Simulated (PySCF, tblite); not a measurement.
# C5H9F3O2Si: infrared bands and NMR shifts

Aim: predict the infrared bands and NMR shifts of C5H9F3O2Si (`C[C@@H]1CO[SiH2]O[C@@H]1C(F)(F)F`).

Programs: tblite 0.8.0 and PySCF 2.14.0, with density-fitted response routines of our own. Each step states its level of theory. These are calculated values for one molecule in the gas phase, unless marked as measured. Atoms are numbered from 0 throughout.

## Step 1: The molecule as given

20 atoms, charge 0, multiplicity 1; geometry from: GFN2-xTB.

Bonds of the start (Å): C0–C1 1.52, C1–C2 1.53, C2–O3 1.40, O3–Si4 1.63, Si4–O5 1.65, O5–C6 1.39, C6–C7 1.53, C7–F8 1.34, C7–F9 1.34, C7–F10 1.34, C6–C1 1.54, C0–H11 1.09, C0–H12 1.09, C0–H13 1.09, C1–H14 1.10, C2–H15 1.10, C2–H16 1.10, Si4–H17 1.46, Si4–H18 1.45, C6–H19 1.10.

## Step 2: Infrared spectrum with GFN2-xTB

The job: settings as JSON, then the geometry in Å.

```
{"job": {"kind": "ir", "xc": "GFN2-xTB", "basis": "xTB"}, "charge": 0, "multiplicity": 1}
C     -1.646731    -1.344282    -0.452806
C     -0.226526    -0.790678    -0.486415
C      0.551184    -1.205593     0.765995
O      1.870132    -0.731871     0.774764
Si     2.339699     0.678760     0.115984
O      1.130277     1.179037    -0.884964
C     -0.172549     0.728073    -0.729111
C     -0.846880     1.596073     0.340797
F     -0.703569     2.893682     0.046350
F     -0.350850     1.434205     1.573456
F     -2.169471     1.380216     0.433507
H     -2.208370    -1.016227    -1.324204
H     -2.177574    -1.022001     0.438694
H     -1.614142    -2.430929    -0.452757
H      0.307462    -1.213361    -1.346604
H      0.608700    -2.299619     0.801114
H      0.038915    -0.863865     1.672027
H      2.542649     1.667931     1.164658
H      3.435696     0.409725    -0.792686
H     -0.713197     0.961401    -1.660839
```

**Question.** This job is followed by: GIAO PBE0/pcSseg-1 NMR shielding, non-relativistic, gas phase. Predict these results of the whole session: strongest single infrared mode (GFN2-xTB); zero-point energy (GFN2-xTB); 13C shifts against TMS (PBE0/pcSseg-1); 1H shifts against TMS (PBE0/pcSseg-1, means over atoms taken as alike); 17O shifts against H2O (PBE0/pcSseg-1); 29Si shifts against TMS (PBE0/pcSseg-1); 19F shifts against CFCl3 (PBE0/pcSseg-1, means over atoms taken as alike).

As calculated:

| quantity | value |
| --- | --- |
| strongest single infrared mode (GFN2-xTB) | 2324 cm⁻¹, 294 km/mol |
| zero-point energy (GFN2-xTB) | 88.0 kcal/mol |
| 13C shifts against TMS (PBE0/pcSseg-1) | 135.2, 77.4, 69.0, 40.3, 14.7 ppm |
| 1H shifts against TMS (PBE0/pcSseg-1, means over atoms taken as alike) | 5.16, 4.85, 4.60, 4.39, 4.25, 2.43, 1.05 ppm |
| 17O shifts against H2O (PBE0/pcSseg-1) | 45.8, 32.3 ppm |
| 29Si shifts against TMS (PBE0/pcSseg-1) | -31.6 ppm |
| 19F shifts against CFCl3 (PBE0/pcSseg-1, means over atoms taken as alike) | -84.9 ppm |

No mode is imaginary among the 54: a minimum at this level. The strongest single mode, at 2324 cm⁻¹, moves mainly H17. Unscaled tight-binding wavenumbers are off by several per cent, some by more. Its intensities can rank the bands wrongly. At PBE0/pcSseg-1: The largest span, 158 ppm, is at F8, F9, F10, where the paramagnetic term is -218 ppm.
